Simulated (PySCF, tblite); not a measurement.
# C₅H₄ClF₃O: a rotation path, then NMR shifts on frames, part 2 of 2

tblite 0.8.0 and PySCF 2.14.0. Atoms count from 0. Earlier steps stand in the parts before.

## (5) NMR shieldings: image 4, PBE0/pcSseg-1

What the job is given:

```
{"job": {"kind": "nmr", "xc": "PBE0", "basis": "pcSseg-1", "pop": false}, "charge": 0, "multiplicity": 1}
C      1.787600    -1.144300     0.231300
C      1.272000    -0.815300    -0.937000
O      0.322100     0.146700    -1.183400
C     -0.478100     0.620400    -0.192300
C     -0.610400     1.928100     0.049700
Cl     0.346800     3.089500    -0.740600
C     -1.460600    -0.343300     0.455000
F     -2.385900    -0.732000    -0.437100
F     -2.121000     0.237600     1.467500
F     -0.927600    -1.465100     0.948800
H      1.474900    -0.681300     1.150800
H      2.532200    -1.913200     0.299800
H      1.587500    -1.244000    -1.876300
H     -1.340100     2.315700     0.741600
```

Method: GIAO PBE0/pcSseg-1 NMR shielding, non-relativistic, gas phase.

The program printed:

```text
coarse grid: 13880 points
cycle   1  E = -1026.7576350071  dE =  1.795e+00  |g| = 1.001e+00  |ddm| = 3.530e+00
cycle   2  E = -1026.5525932065  dE =  2.050e-01  |g| = 1.532e+00  |ddm| = 1.536e+00
cycle   3  E = -1026.9325770564  dE = -3.800e-01  |g| = 8.484e-02  |ddm| = 9.785e-01
cycle   4  E = -1026.9334599277  dE = -8.829e-04  |g| = 5.604e-02  |ddm| = 1.124e-01
cycle   5  E = -1026.9341632284  dE = -7.033e-04  |g| = 1.629e-02  |ddm| = 5.620e-02
cycle   6  E = -1026.9342200346  dE = -5.681e-05  |g| = 5.020e-03  |ddm| = 1.518e-02
cycle   7  E = -1026.9342252107  dE = -5.176e-06  |g| = 1.495e-03  |ddm| = 4.855e-03
final grid: 135296 points
cycle   8  E = -1027.0223709352  dE = -4.500e-05  |g| = 1.228e-02  |ddm| = 3.420e-02
cycle   9  E = -1027.0223218509  dE =  4.908e-05  |g| = 2.027e-02  |ddm| = 2.221e-02
cycle  10  E = -1027.0223975567  dE = -7.571e-05  |g| = 2.086e-03  |ddm| = 1.570e-02
cycle  11  E = -1027.0223985360  dE = -9.792e-07  |g| = 6.454e-04  |ddm| = 2.358e-03
cycle  12  E = -1027.0223986207  dE = -8.472e-08  |g| = 1.561e-04  |ddm| = 5.926e-04
cycle  13  E = -1027.0223986256  dE = -4.955e-09  |g| = 4.587e-05  |ddm| = 1.339e-04
cycle  14  E = -1027.0223986261  dE = -4.256e-10  |g| = 1.768e-05  |ddm| = 4.709e-05
converged SCF energy = -1027.0223986261

GIAO shielding tensors (ppm)
atom      isotropic    diamagn.    paramagn.     s11        s22        s33       span
  0 C       86.448     257.819    -171.372    -17.904    106.488    170.759    188.663
  1 C       30.875     249.679    -218.804    -75.362     68.893     99.095    174.457
  2 O      166.974     396.523    -229.550     92.824    172.179    235.918    143.094
  3 C       37.187     256.013    -218.826    -61.960     72.226    101.297    163.257
  4 C       55.379     252.894    -197.516    -36.211     69.411    132.936    169.148
  5 Cl     775.257    1145.714    -370.456    549.943    880.149    895.680    345.737
  6 C       56.626     239.482    -182.855     49.264     57.071     63.543     14.279
  7 F      241.154     471.910    -230.756    154.669    231.816    336.975    182.305
  8 F      257.486     472.839    -215.353    180.633    242.509    349.316    168.683
  9 F      240.005     475.436    -235.431    183.317    226.391    310.308    126.992
 10 H       27.039      32.854      -5.815     23.712     26.439     30.965      7.254
 11 H       26.969      28.742      -1.773     25.110     26.262     29.535      4.424
 12 H       24.999      29.193      -4.194     22.211     26.079     26.707      4.496
 13 H       24.829      29.782      -4.953     19.847     24.591     30.049     10.202
```

It took 28 s on 1 thread of INTEL XEON PLATINUM 8581C at 2.10GHz, shared host; peak memory 0.9 GiB.

Key values: δ C1 156.1, C3 149.7, C4 131.5, C6 130.3, H13 6.89, H12 6.72 ppm.

## (6) Nuclear shieldings: image 6, PBE0/pcSseg-1

What the job is given:

```
{"job": {"kind": "nmr", "xc": "PBE0", "basis": "pcSseg-1", "pop": false}, "charge": 0, "multiplicity": 1}
C      1.733600    -1.199300     0.152700
C      1.210800    -0.804800    -0.992300
O      0.305700     0.210200    -1.187600
C     -0.477700     0.659300    -0.173200
C     -0.575900     1.957400     0.127100
Cl     0.394500     3.128200    -0.633900
C     -1.430000    -0.334900     0.473600
F     -1.926900    -1.181800    -0.432700
F     -2.470700     0.290800     1.042900
F     -0.886700    -1.089500     1.442100
H      1.470100    -0.759000     1.097900
H      2.451500    -1.996500     0.171700
H      1.490900    -1.214700    -1.951300
H     -1.290000     2.334100     0.840700
```

With the program's defaults for keys left out, this is: GIAO PBE0/pcSseg-1 NMR shielding, non-relativistic, gas phase.

The program printed:

```text
coarse grid: 13880 points
cycle   1  E = -1026.7590688292  dE =  1.794e+00  |g| = 9.984e-01  |ddm| = 3.537e+00
cycle   2  E = -1026.5560300710  dE =  2.030e-01  |g| = 1.527e+00  |ddm| = 1.532e+00
cycle   3  E = -1026.9331334732  dE = -3.771e-01  |g| = 8.508e-02  |ddm| = 9.764e-01
cycle   4  E = -1026.9340283323  dE = -8.949e-04  |g| = 5.593e-02  |ddm| = 1.105e-01
cycle   5  E = -1026.9347301648  dE = -7.018e-04  |g| = 1.590e-02  |ddm| = 5.505e-02
cycle   6  E = -1026.9347846897  dE = -5.452e-05  |g| = 4.759e-03  |ddm| = 1.465e-02
cycle   7  E = -1026.9347893942  dE = -4.704e-06  |g| = 1.446e-03  |ddm| = 4.645e-03
final grid: 135296 points
cycle   8  E = -1027.0239442464  dE = -4.614e-05  |g| = 1.241e-02  |ddm| = 2.978e-02
cycle   9  E = -1027.0238950929  dE =  4.915e-05  |g| = 2.041e-02  |ddm| = 2.219e-02
cycle  10  E = -1027.0239712255  dE = -7.613e-05  |g| = 2.085e-03  |ddm| = 1.569e-02
cycle  11  E = -1027.0239721992  dE = -9.737e-07  |g| = 6.440e-04  |ddm| = 2.357e-03
cycle  12  E = -1027.0239722829  dE = -8.374e-08  |g| = 1.541e-04  |ddm| = 5.786e-04
cycle  13  E = -1027.0239722878  dE = -4.899e-09  |g| = 4.410e-05  |ddm| = 1.349e-04
cycle  14  E = -1027.0239722882  dE = -3.856e-10  |g| = 1.742e-05  |ddm| = 4.601e-05
converged SCF energy = -1027.0239722882

GIAO shielding tensors (ppm)
atom      isotropic    diamagn.    paramagn.     s11        s22        s33       span
  0 C       85.846     257.825    -171.980    -18.358    105.125    170.770    189.128
  1 C       31.193     249.808    -218.615    -75.034     69.202     99.410    174.445
  2 O      165.123     396.355    -231.232     87.442    170.639    237.288    149.846
  3 C       36.656     256.089    -219.434    -61.658     73.027     98.598    160.256
  4 C       56.208     252.493    -196.285    -34.856     70.339    133.141    167.996
  5 Cl     775.690    1145.668    -369.978    554.209    877.067    895.793    341.584
  6 C       57.215     239.802    -182.586     48.625     60.948     62.072     13.447
  7 F      256.867     472.938    -216.070    177.949    256.043    336.610    158.661
  8 F      253.801     472.047    -218.246    177.382    233.253    350.767    173.385
  9 F      226.742     475.460    -248.718    149.533    210.568    320.126    170.593
 10 H       26.951      32.706      -5.755     23.554     26.646     30.653      7.099
 11 H       26.956      28.752      -1.796     25.094     26.246     29.529      4.435
 12 H       24.997      29.263      -4.266     22.185     26.174     26.632      4.447
 13 H       24.882      29.774      -4.892     19.955     24.755     29.936      9.981
```

Wall time 28 s (1 thread of INTEL XEON PLATINUM 8581C at 2.10GHz, shared host); peak memory 0.9 GiB.

Key values: δ C1 155.7, C3 150.3, C4 130.7, C6 129.7, H13 6.84, H12 6.72 ppm.

## (7) NMR shieldings: image 8, PBE0/pcSseg-1

What the job is given:

```
{"job": {"kind": "nmr", "xc": "PBE0", "basis": "pcSseg-1", "pop": false}, "charge": 0, "multiplicity": 1}
C      1.639000    -1.245600     0.078000
C      1.162600    -0.791300    -1.065600
O      0.290200     0.257000    -1.235000
C     -0.463900     0.683900    -0.192500
C     -0.536000     1.962000     0.189700
Cl     0.425500     3.177800    -0.509500
C     -1.374700    -0.324300     0.491800
F     -1.443700    -1.484400    -0.158400
F     -2.628800     0.145400     0.591700
F     -0.990000    -0.598700     1.751800
H      1.364600    -0.830700     1.032400
H      2.334300    -2.062500     0.085500
H      1.447500    -1.177600    -2.032600
H     -1.227300     2.288700     0.950500
```

Level: GIAO PBE0/pcSseg-1 NMR shielding, non-relativistic, gas phase.

The program printed:

```text
coarse grid: 13880 points
cycle   1  E = -1026.7591536508  dE =  1.799e+00  |g| = 9.981e-01  |ddm| = 3.525e+00
cycle   2  E = -1026.5574819490  dE =  2.017e-01  |g| = 1.525e+00  |ddm| = 1.528e+00
cycle   3  E = -1026.9329845359  dE = -3.755e-01  |g| = 8.552e-02  |ddm| = 9.765e-01
cycle   4  E = -1026.9338850954  dE = -9.006e-04  |g| = 5.625e-02  |ddm| = 1.100e-01
cycle   5  E = -1026.9345932648  dE = -7.082e-04  |g| = 1.578e-02  |ddm| = 5.443e-02
cycle   6  E = -1026.9346472841  dE = -5.402e-05  |g| = 4.516e-03  |ddm| = 1.437e-02
cycle   7  E = -1026.9346516304  dE = -4.346e-06  |g| = 1.378e-03  |ddm| = 4.454e-03
final grid: 135296 points
cycle   8  E = -1027.0232370366  dE = -4.622e-05  |g| = 1.258e-02  |ddm| = 3.116e-02
cycle   9  E = -1027.0231864328  dE =  5.060e-05  |g| = 2.066e-02  |ddm| = 2.224e-02
cycle  10  E = -1027.0232650649  dE = -7.863e-05  |g| = 2.187e-03  |ddm| = 1.581e-02
cycle  11  E = -1027.0232661461  dE = -1.081e-06  |g| = 6.526e-04  |ddm| = 2.433e-03
cycle  12  E = -1027.0232662317  dE = -8.556e-08  |g| = 1.554e-04  |ddm| = 5.932e-04
cycle  13  E = -1027.0232662367  dE = -5.011e-09  |g| = 4.396e-05  |ddm| = 1.366e-04
cycle  14  E = -1027.0232662370  dE = -3.724e-10  |g| = 1.730e-05  |ddm| = 4.527e-05
converged SCF energy = -1027.0232662370

GIAO shielding tensors (ppm)
atom      isotropic    diamagn.    paramagn.     s11        s22        s33       span
  0 C       87.682     258.225    -170.543    -14.005    105.962    171.089    185.094
  1 C       29.617     250.352    -220.734    -77.960     67.165     99.646    177.606
  2 O      159.930     396.482    -236.552     75.662    164.928    239.198    163.536
  3 C       34.150     256.520    -222.370    -65.745     70.534     97.661    163.406
  4 C       57.288     252.857    -195.570    -34.487     73.095    133.255    167.742
  5 Cl     776.585    1145.615    -369.030    559.168    871.365    899.223    340.056
  6 C       56.926     240.378    -183.452     47.518     58.802     64.458     16.940
  7 F      259.807     474.104    -214.297    189.233    267.023    323.164    133.931
  8 F      237.540     471.847    -234.307    164.936    207.769    339.916    174.980
  9 F      222.686     475.381    -252.695    135.419    206.393    326.248    190.829
 10 H       27.005      32.812      -5.806     23.805     26.604     30.607      6.802
 11 H       27.046      28.939      -1.893     25.243     26.210     29.685      4.442
 12 H       24.914      29.298      -4.385     22.149     26.153     26.439      4.291
 13 H       25.012      29.379      -4.367     20.469     24.720     29.848      9.380
```

Wall time 25 s (1 thread of INTEL XEON PLATINUM 8581C at 2.10GHz, shared host); peak memory 0.9 GiB.

Key values: δ C1 157.3, C3 152.8, C6 130.0, C4 129.6, H12 6.80, H13 6.70 ppm.

## (8) Side by side: NMR shifts

Shifts (ppm) of some atoms, chosen among heavy atoms and hydrogens apart, with basis size and wall time:

```
  frame     C3   H13   H10     O2     F8     F7     F9  functions  time
image 0  152.8  6.71  4.71  176.3  -51.8  -66.8  -88.9        197  28 s
image 2  152.3  6.75  4.53  173.5  -68.5  -55.4  -80.2        197  26 s
image 4  149.7  6.89  4.68  169.1  -86.5  -70.2  -69.1        197  28 s
image 6  150.3  6.84  4.77  171.0  -82.9  -85.9  -55.8        197  28 s
image 8  152.8  6.70  4.71  176.1  -66.6  -88.9  -51.7        197  25 s
```

## (9) What came out

What follows sums up all 2 parts.

| quantity | value |
| --- | --- |
| barrier | 0.076 eV (1.8 kcal/mol) at image 4 |
| end to end (GFN2-xTB) | 0.000 eV |
| ¹³C shifts against TMS (PBE0/pcSseg-1, image 0) | 157.3, 152.8, 130.0, 129.7, 99.1 ppm |
| ¹H shifts against TMS (PBE0/pcSseg-1, image 0) | 6.80, 6.71, 4.71, 4.66 ppm |
| ¹⁷O shifts against H2O (PBE0/pcSseg-1, image 0) | 176.3 ppm |
| ³⁵Cl shifts against HCl (PBE0/pcSseg-1, image 0) | 173 ppm |
| ¹⁹F shifts against CFCl3 (PBE0/pcSseg-1, image 0) | -51.8, -66.8, -88.9 ppm |
| range of the shift of F9 | -88.9 to -51.7 ppm |

Along the band the dihedral turns by 121°, and the top (dihedral 55°) lies 1.8 kcal/mol above the start (GFN2-xTB, rough), so at room temperature this motion is fast. The top was not checked by a frequency run. Shifts at one fixed geometry are not the observed spectrum, which averages over the motion. In the first frame run (image 0): The largest span, 340 ppm, is at Cl5, where the paramagnetic term is -369 ppm. In ppm, F9 moves most: its shift spreads over 37.2 ppm, from -88.9 (image 0) to -51.7 (image 8).
